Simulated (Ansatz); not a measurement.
**InH2+ (singlet): wave-function methods side by side at a displaced geometry (v2), def2-TZVPP**

An exercise on one series of results from a longer session: the logs are not shown, and one member is left open.

Method: def2-TZVPP, core rule «outside noble gas», up to 9 orbitals frozen; program: Ansatz 0.2.0, Gaussian basis.

Plan: UHF; CCSD(T) on RHF; BCCD(T) on RHF; CCSDT(Q) on RHF; Full CI.

16 further runs of the same task are left out: 4 for a known fault of the program, 5 that didn't finish, 7 set aside as unsound or not needed.

## What is computed

The geometry is a PBE0/def2-TZVP stationary point (not a proven minimum) with its atoms shifted at random (size 0.100 Å). No spin-orbit coupling is included. Elements past krypton take def2 core potentials.

3 atoms, charge 1, spin multiplicity 1.

Atoms are counted from 1 here; the program's logs count them from 0.

Bond lengths: In1–H2 1.662 Å, In1–H3 1.671 Å. Angles: H2–In1–H3 171.3°.

Set-up of the first run:

The input, in.yaml:

```yaml
crystal:
  periodic: [false, false, false]
  atoms:
    - {symbol: In, position_ang: [0.084376, 0.005225, -0.005002]}
    - {symbol: H, position_ang: [-0.080498, 0.013599, -1.658809]}
    - {symbol: H, position_ang: [-0.003878, -0.018825, 1.663811]}
basis:
  gaussian: {orbitals: def2-TZVPP}
total_charge: 1
magnetization: {spin_polarized: true, initial_magnetization: 0}
hamiltonian: {xc: hf}
output: {orbitals: {seedname: orbitals}}
```

Launch:

```console
$ ansatz run in.yaml --threads 1 --pin off --events-out ev --progress --plain --max-ram 2393MiB
```

Steps of the session up to this table: UHF; CCSD(T) on RHF; BCCD(T) on RHF; CCSDT(Q) on RHF; Full CI.

One table of the session follows, with a row left open; its other results are not shown here.

| method | from FCI (meV) |
| --- | --- |
| RHF | +1949.2 |
| RMP2 | +444.4 |
| RCCSD | ? |
| RCCSD(T) | +6.9 |
| BCCD(T) | +6.6 |
| RCCSDT | +0.7 |
| RCCSDT(Q) | +0.2 |
| FCI | 0 |

**Question.** Estimate the row for RCCSD.

The run gave: from FCI (meV): +27.0. In the column «from FCI (meV)» it lies between RCCSD(T) (+6.9) and RMP2 (+444.4).
